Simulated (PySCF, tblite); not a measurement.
**C3H7BF2O: geometry, infrared bands and NMR shifts**

What infrared bands and NMR shifts should C3H7BF2O (`CO[C@H](C)B(F)F`) show?

Computed with tblite 0.8.0 and PySCF 2.14.0, with density-fitted response routines of our own, on a single molecule in the gas phase. Atoms are numbered from 0 throughout.

### 1 The starting structure

14 atoms, charge 0, multiplicity 1; geometry from: force field or distance geometry start.

Bonds of the start (Å): C0–O1 1.43, O1–C2 1.41, C2–C3 1.52, C2–B4 1.60, B4–F5 1.45, B4–F6 1.45, C0–H7 1.11, C0–H8 1.11, C0–H9 1.11, C2–H10 1.11, C3–H11 1.12, C3–H12 1.12, C3–H13 1.11.

### 2 Optimising the geometry with GFN2-xTB

Job settings and geometry (Å):

```
{"job": {"kind": "relax", "xc": "GFN2-xTB", "basis": "xTB"}, "charge": 0, "multiplicity": 1}
C      1.944400    -0.156600     0.292100
O      0.924600    -0.234800    -0.702400
C     -0.285400     0.274100    -0.199000
C     -1.180800    -0.858500     0.290600
B     -1.024200     1.043100    -1.389400
F     -1.347100     0.345900    -2.623900
F     -1.342700     2.450900    -1.271800
H      1.644900    -0.675200     1.231200
H      2.857400    -0.647800    -0.092000
H      2.182100     0.907200     0.513100
H     -0.167700     1.020600     0.618000
H     -0.697000    -1.376500     1.159700
H     -2.167900    -0.475200     0.653400
H     -1.341400    -1.617500    -0.506600
```

Run with:

```bash
$ OMP_NUM_THREADS=1 python probes_run.py task.json out
```

The driver reads the jobs from task.json and runs them one after another.

**Question.** This job is followed by: GFN2-xTB harmonic vibrations, gas phase; GIAO PBE0/pcSseg-1 NMR shielding, non-relativistic, gas phase. Predict these results of the whole session: strongest single infrared mode (GFN2-xTB); zero-point energy (GFN2-xTB); ¹³C shifts against TMS (PBE0/pcSseg-1); ¹H shifts against TMS (PBE0/pcSseg-1, means over atoms taken as alike); ¹⁷O shifts against H2O (PBE0/pcSseg-1); ¹¹B shifts against BF3·OEt2 (PBE0/pcSseg-1); ¹⁹F shifts against CFCl3 (PBE0/pcSseg-1, means over atoms taken as alike); surface potential, 1st and 99th percentile.

**Answer**, as computed:

| quantity | value |
| --- | --- |
| strongest single infrared mode (GFN2-xTB) | 1316 cm⁻¹, 340 km/mol |
| zero-point energy (GFN2-xTB) | 65.4 kcal/mol |
| ¹³C shifts against TMS (PBE0/pcSseg-1) | 69.6, 59.5, 15.2 ppm |
| ¹H shifts against TMS (PBE0/pcSseg-1, means over atoms taken as alike) | 3.49, 3.31, 1.35 ppm |
| ¹⁷O shifts against H2O (PBE0/pcSseg-1) | 25.9 ppm |
| ¹¹B shifts against BF3·OEt2 (PBE0/pcSseg-1) | 26.5 ppm |
| ¹⁹F shifts against CFCl3 (PBE0/pcSseg-1, means over atoms taken as alike) | -75.9 ppm |
| surface potential, 1st and 99th percentile | -1.48 V and 1.83 V |

In words: Over 135 steps the energy fell by 0.860 eV; of the close pairs, B4–F5 changed most, 1.454 to 1.308 Å. All 36 modes are real, so the xTB geometry is a minimum. The strongest single mode, at 1316 cm⁻¹, moves mainly B4. Unscaled tight-binding wavenumbers are off by several per cent, some by more. Its intensities can rank the bands wrongly. C2 (sp3 CH bonded to B and O) lies farthest downfield among carbon, at 69.6 ppm; deshielded by the electronegative neighbour. The most deshielded hydrogen is H7, H8, H9 (mean) (hydrogen on a methyl carbon bonded to O), at 3.49 ppm: its carbon carries O, which withdraws density. At PBE0/pcSseg-1: The largest span, 315 ppm, is at F5, F6, where the paramagnetic term is -220 ppm.
